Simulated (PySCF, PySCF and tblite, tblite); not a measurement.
# C5H10O2Si2: conformers and averaged spectra

Which conformers does C5H10O2Si2 (`O=COCC1=C[SiH2]C[SiH2]1`) populate, and what do their averaged NMR parameters look like?

Computed with tblite 0.8.0 (tight binding) and PySCF 2.14.0 (DFT, with response routines of our own); each step states its level. Atoms count from 0 throughout.

## Step 1: The molecule as given

19 atoms, charge 0, multiplicity 1; geometry from: MMFF94s geometry.

Bonds of the start (Å): C1–H9 1.11, C1–O2 1.34, C3–C4 1.50, C3–H10 1.09, C3–H11 1.10, C4–C5 1.35, C4–Si8 1.87, C5–H12 1.08, C5–Si6 1.85, C7–H15 1.10, C7–H16 1.10, C7–Si8 1.89, O0–C1 1.22, O2–C3 1.44, Si6–C7 1.89, Si6–H13 1.48, Si6–H14 1.49, Si8–H17 1.48, Si8–H18 1.48.

## Step 2: GFN2-xTB relaxation, conformer 1

Job settings and geometry (Å):

```
{"job": {"xc": "GFN2-xTB", "basis": "xTB", "kind": "relax"}, "charge": 0, "multiplicity": 1}
O      4.312700     0.123500    -0.221500
C      3.573900     0.453500     0.696400
O      2.240400     0.323500     0.763700
C      1.658000    -0.247600    -0.422600
C      0.175500    -0.322700    -0.220900
C     -0.568500    -1.431100    -0.046800
Si    -2.390300    -1.145100     0.110100
C     -2.578100     0.730600     0.180800
Si    -0.835400     1.250900    -0.316700
H      3.931500     0.895400     1.651000
H      1.909100     0.340800    -1.300300
H      2.062800    -1.268100    -0.547700
H     -0.178200    -2.436400     0.027500
H     -3.081000    -1.698300    -1.078600
H     -2.918000    -1.764600     1.354300
H     -2.824400     1.063500     1.201700
H     -3.340300     1.094100    -0.518700
H     -0.323700     2.281900     0.611900
H     -0.835700     1.765400    -1.705700
```

On the command line:

```console
$ OMP_NUM_THREADS=1 python ens_run.py task.json out
```

This one command runs the whole study; its stages follow in the order run.

What it wrote:

```text
step      E/eV     max force
  0    -743.92961    2.423
  1    -744.03262    2.410
  2    -744.08085    0.681
  3    -744.09950    0.351
  4    -744.12210    0.395
  5    -744.13470    0.316
  6    -744.14525    0.170
  7    -744.15114    0.170
  8    -744.15744    0.176
  9    -744.16302    0.163
 10    -744.16788    0.140
 11    -744.17188    0.114
 12    -744.17502    0.129
 13    -744.17704    0.095
 14    -744.17823    0.072
 15    -744.17906    0.066
 16    -744.17979    0.063
 17    -744.18038    0.057
 18    -744.18081    0.044
 19    -744.18118    0.048
 20    -744.18160    0.053
 21    -744.18207    0.074
 22    -744.18256    0.068
 23    -744.18306    0.054
 24    -744.18357    0.056
 25    -744.18406    0.049
 26    -744.18449    0.057
 27    -744.18488    0.049
 28    -744.18530    0.047
 29    -744.18585    0.060
 30    -744.18655    0.070
 31    -744.18733    0.057
 32    -744.18802    0.060
 33    -744.18854    0.052
 34    -744.18893    0.053
 35    -744.18932    0.063
 36    -744.18982    0.062
 37    -744.19045    0.061
 38    -744.19114    0.058
 39    -744.19178    0.057
 40    -744.19240    0.067
 41    -744.19314    0.068
 42    -744.19405    0.078
 43    -744.19501    0.077
 44    -744.19589    0.074
 45    -744.19667    0.061
 46    -744.19745    0.069
 47    -744.19824    0.071
 48    -744.19881    0.076
 49    -744.19901    0.112
 50    -744.19939    0.039
 51    -744.19939    0.039
 52    -744.19952    0.032
 53    -744.19995    0.074
 54    -744.20012    0.065
 55    -744.20033    0.056
 56    -744.20067    0.042
 57    -744.20079    0.032
 58    -744.20102    0.037
 59    -744.20121    0.034
 60    -744.20136    0.029
 61    -744.20153    0.031
 62    -744.20170    0.031
 63    -744.20188    0.040
 64    -744.20210    0.051
 65    -744.20236    0.048
 66    -744.20261    0.038
 67    -744.20286    0.035
 68    -744.20314    0.035
 69    -744.20354    0.052
 70    -744.20406    0.067
 71    -744.20461    0.058
 72    -744.20504    0.048
 73    -744.20538    0.052
 74    -744.20570    0.052
 75    -744.20606    0.064
 76    -744.20649    0.060
 77    -744.20699    0.060
 78    -744.20752    0.062
 79    -744.20804    0.051
 80    -744.20850    0.058
 81    -744.20891    0.044
 82    -744.20929    0.048
 83    -744.20962    0.037
 84    -744.20990    0.041
 85    -744.21014    0.040
 86    -744.21037    0.034
 87    -744.21061    0.035
 88    -744.21088    0.047
 89    -744.21117    0.048
 90    -744.21146    0.041
 91    -744.21170    0.052
 92    -744.21190    0.032
 93    -744.21210    0.039
 94    -744.21233    0.034
 95    -744.21255    0.033
 96    -744.21279    0.039
 97    -744.21308    0.041
 98    -744.21338    0.047
 99    -744.21372    0.040
100    -744.21414    0.045
101    -744.21471    0.062
102    -744.21539    0.066
103    -744.21603    0.105
104    -744.21637    0.054
105    -744.21687    0.071
106    -744.21730    0.055
107    -744.21847    0.064
108    -744.21929    0.059
109    -744.22036    0.063
110    -744.22121    0.070
111    -744.22233    0.082
112    -744.21452    0.529
113    -744.22406    0.068
114    -744.22482    0.056
115    -744.22666    0.093
116    -744.22715    0.075
117    -744.22812    0.062
118    -744.22867    0.092
119    -744.22923    0.060
120    -744.22986    0.068
121    -744.23114    0.083
122    -744.23223    0.112
123    -744.23336    0.068
124    -744.23406    0.090
125    -744.23445    0.055
126    -744.23454    0.122
127    -744.23510    0.039
128    -744.23536    0.027
129    -744.23582    0.037
130    -744.23594    0.027
131    -744.23614    0.027
132    -744.23630    0.037
133    -744.23647    0.054
134    -744.23661    0.054
135    -744.23674    0.036
136    -744.23687    0.029
137    -744.23700    0.029
138    -744.23710    0.024
139    -744.23717    0.021
140    -744.23721    0.014
141    -744.23726    0.015
142    -744.23731    0.020
143    -744.23736    0.021
144    -744.23741    0.016
145    -744.23745    0.015
146    -744.23749    0.015
147    -744.23753    0.016
148    -744.23756    0.015
149    -744.23758    0.014
150    -744.23760    0.009
151    -744.23761    0.008
152    -744.23762    0.009
153    -744.23764    0.012
154    -744.23765    0.011
155    -744.23767    0.009
156    -744.23769    0.007
157    -744.23770    0.007
158    -744.23771    0.008
159    -744.23772    0.009
160    -744.23773    0.008
161    -744.23775    0.009
162    -744.23776    0.010
163    -744.23779    0.012
164    -744.23781    0.013
165    -744.23785    0.014
166    -744.23788    0.015
167    -744.23793    0.016
168    -744.23799    0.022
169    -744.23809    0.028
170    -744.23822    0.030
171    -744.23836    0.024
172    -744.23849    0.024
173    -744.23862    0.027
174    -744.23878    0.027
175    -744.23899    0.035
176    -744.23920    0.043
177    -744.23936    0.049
178    -744.23967    0.039
179    -744.23983    0.118
180    -744.24026    0.062
181    -744.24054    0.052
182    -744.24090    0.127
183    -744.24100    0.063
184    -744.24134    0.034
185    -744.24155    0.064
186    -744.24192    0.080
187    -744.24221    0.060
188    -744.24253    0.063
189    -744.24272    0.062
190    -744.24293    0.055
191    -744.24312    0.030
192    -744.24339    0.026
193    -744.24348    0.027
194    -744.24359    0.031
195    -744.24374    0.026
196    -744.24387    0.052
197    -744.24401    0.040
198    -744.24419    0.043
199    -744.24440    0.037
200    -744.24459    0.040
201    -744.24474    0.031
202    -744.24485    0.063
203    -744.24500    0.035
204    -744.24520    0.024
205    -744.24536    0.025
206    -744.24557    0.048
207    -744.24575    0.040
208    -744.24598    0.077
209    -744.24618    0.036
210    -744.24616    0.107
211    -744.24644    0.052
212    -744.24655    0.025
213    -744.24678    0.036
214    -744.24692    0.047
215    -744.24710    0.039
216    -744.24725    0.061
217    -744.24740    0.050
218    -744.24750    0.088
219    -744.24764    0.027
220    -744.24772    0.022
221    -744.24781    0.029
222    -744.24793    0.035
223    -744.24807    0.034
224    -744.24823    0.039
225    -744.24842    0.049
226    -744.24865    0.104
227    -744.24843    0.160
228    -744.24920    0.115
229    -744.24947    0.034
230    -744.24987    0.064
231    -744.24992    0.332
232    -744.25059    0.037
233    -744.25083    0.033
234    -744.24558    0.942
235    -744.25130    0.034
236    -744.25159    0.022
237    -744.24770    0.843
238    -744.25206    0.030
239    -744.25237    0.023
240    -744.24761    0.924
241    -744.25276    0.021
242    -744.25305    0.027
243    -744.24832    0.936
244    -744.25347    0.031
245    -744.25378    0.044
246    -744.24920    0.933
247    -744.25424    0.048
248    -744.25457    0.065
249    -744.25038    0.911
250    -744.25511    0.066
251    -744.25546    0.082
252    -744.25303    0.773
253    -744.25613    0.083
254    -744.25651    0.100
255    -744.25612    0.530
256    -744.25732    0.109
257    -744.25765    0.118
258    -744.25819    0.289
259    -744.25863    0.105
260    -744.25894    0.035
261    -744.25933    0.031
262    -744.25952    0.046
263    -744.25972    0.022
264    -744.25988    0.028
265    -744.26001    0.040
266    -744.26011    0.039
267    -744.26024    0.029
268    -744.26031    0.023
269    -744.26036    0.027
270    -744.26046    0.024
271    -744.26052    0.018
272    -744.26058    0.016
273    -744.26061    0.014
274    -744.26064    0.013
275    -744.26067    0.011
276    -744.26069    0.016
277    -744.26071    0.021
278    -744.26072    0.022
279    -744.26073    0.017
280    -744.26074    0.012
281    -744.26075    0.008
282    -744.26076    0.006
283    -744.26078    0.006
284    -744.26079    0.007
285    -744.26080    0.009
286    -744.26081    0.014
287    -744.26083    0.011
288    -744.26084    0.017
289    -744.26086    0.009
290    -744.26088    0.011
291    -744.26091    0.017
292    -744.26094    0.016
293    -744.26098    0.019
294    -744.26101    0.012
295    -744.26104    0.012
296    -744.26106    0.012
297    -744.26107    0.009
298    -744.26109    0.008
299    -744.26109    0.008
300    -744.26110    0.006
301    -744.26111    0.005
302    -744.26111    0.005
303    -744.26111    0.005
304    -744.26112    0.005
305    -744.26112    0.004
306    -744.26113    0.004
307    -744.26113    0.004
```

Run time: 2.8 s. Hardware: 1 thread of Arm Neoverse V1, shared host.

Relaxing gained 0.332 eV and moved the atoms by 1.15 Å on average (rms).

## Step 3: Shieldings, conformer 1: B3LYP/6-31G*

Job settings and geometry (Å):

```
{"job": {"xc": "B3LYP", "basis": "6-31G*", "kind": "nmr", "pop": true}, "charge": 0, "multiplicity": 1}
O      2.999294     0.651497    -1.467093
C      2.945688     1.052181    -0.342510
O      2.378383     0.461090     0.690531
C      1.710082    -0.783597     0.448296
C      0.247709    -0.565505     0.210654
C     -0.593660    -1.545444    -0.121194
Si    -2.401148    -1.078263    -0.368705
C     -2.286608     0.782696     0.038195
Si    -0.454742     1.182961     0.380693
H      3.394792     2.000886     0.000259
H      2.180433    -1.278332    -0.409653
H      1.875770    -1.384998     1.347774
H     -0.237648    -2.562006    -0.239980
H     -2.837382    -1.336294    -1.746233
H     -3.267189    -1.812909     0.563468
H     -2.898833     1.030832     0.901494
H     -2.669486     1.388280    -0.779119
H     -0.214811     1.713012     1.728116
H      0.119553     2.093165    -0.617112
```

What it wrote:

```text
coarse grid: 17056 points
cycle   1  E = -925.8538037015  dE =  1.258e+00  |g| = 9.991e-01  |ddm| = 4.151e+00
cycle   2  E = -925.3639914872  dE =  4.898e-01  |g| = 1.839e+00  |ddm| = 2.302e+00
cycle   3  E = -926.0349822685  dE = -6.710e-01  |g| = 3.620e-01  |ddm| = 1.706e+00
cycle   4  E = -926.0600867206  dE = -2.510e-02  |g| = 1.038e-01  |ddm| = 3.600e-01
cycle   5  E = -926.0619625629  dE = -1.876e-03  |g| = 2.710e-02  |ddm| = 8.080e-02
cycle   6  E = -926.0621152183  dE = -1.527e-04  |g| = 8.451e-03  |ddm| = 2.769e-02
cycle   7  E = -926.0621328978  dE = -1.768e-05  |g| = 2.507e-03  |ddm| = 1.119e-02
cycle   8  E = -926.0621342615  dE = -1.364e-06  |g| = 9.394e-04  |ddm| = 2.991e-03
final grid: 156032 points
cycle   9  E = -925.9665275965  dE = -1.679e-05  |g| = 6.407e-03  |ddm| = 2.123e-02
cycle  10  E = -925.9665146352  dE =  1.296e-05  |g| = 9.722e-03  |ddm| = 1.611e-02
cycle  11  E = -925.9665380115  dE = -2.338e-05  |g| = 1.611e-03  |ddm| = 9.746e-03
cycle  12  E = -925.9665385766  dE = -5.651e-07  |g| = 3.460e-04  |ddm| = 1.509e-03
cycle  13  E = -925.9665386002  dE = -2.369e-08  |g| = 1.161e-04  |ddm| = 3.861e-04
cycle  14  E = -925.9665386025  dE = -2.231e-09  |g| = 5.000e-05  |ddm| = 1.205e-04
cycle  15  E = -925.9665386030  dE = -5.580e-10  |g| = 1.275e-05  |ddm| = 5.188e-05
converged SCF energy = -925.9665386030

GIAO shielding tensors (ppm)
atom      isotropic    diamagn.    paramagn.     s11        s22        s33       span
  0 O      -53.522     399.880    -453.402   -316.039   -172.310    327.782    643.821
  1 C       44.191     246.634    -202.443    -48.624     87.234     93.964    142.588
  2 O      137.575     399.293    -261.718    -20.020    180.288    252.458    272.477
  3 C      127.804     250.330    -122.526     90.566    132.478    160.368     69.802
  4 C       32.942     253.543    -220.601    -51.795     11.709    138.913    190.708
  5 C       60.323     256.662    -196.339    -31.149     36.978    175.140    206.288
  6 Si     418.488     884.290    -465.803    338.228    437.064    480.171    141.942
  7 C      208.355     249.115     -40.760    205.351    206.783    212.930      7.579
  8 Si     421.597     886.018    -464.421    347.952    431.239    485.600    137.648
  9 H       24.296      25.672      -1.376     20.484     24.016     28.387      7.903
 10 H       26.456      31.622      -5.166     22.408     27.801     29.160      6.753
 11 H       28.046      30.461      -2.415     23.182     29.132     31.822      8.640
 12 H       26.094      31.356      -5.261     24.602     25.485     28.196      3.595
 13 H       27.551      30.761      -3.211     24.072     25.548     33.032      8.960
 14 H       27.566      30.283      -2.717     23.957     25.608     33.134      9.177
 15 H       32.743      29.920       2.822     27.254     29.351     41.623     14.369
 16 H       32.736      30.331       2.405     27.420     29.313     41.476     14.056
 17 H       27.498      32.514      -5.016     23.272     26.965     32.258      8.986
 18 H       27.715      33.861      -6.146     23.289     27.858     31.999      8.710
```

Run time: 26 s. Hardware: 1 thread of Arm Neoverse V1, shared host; peak memory 0.85 GiB.

This run: HOMO -7.28 eV, LUMO -0.54 eV; dipole 1.81 D.

(Part 1 of 2 ends here.)
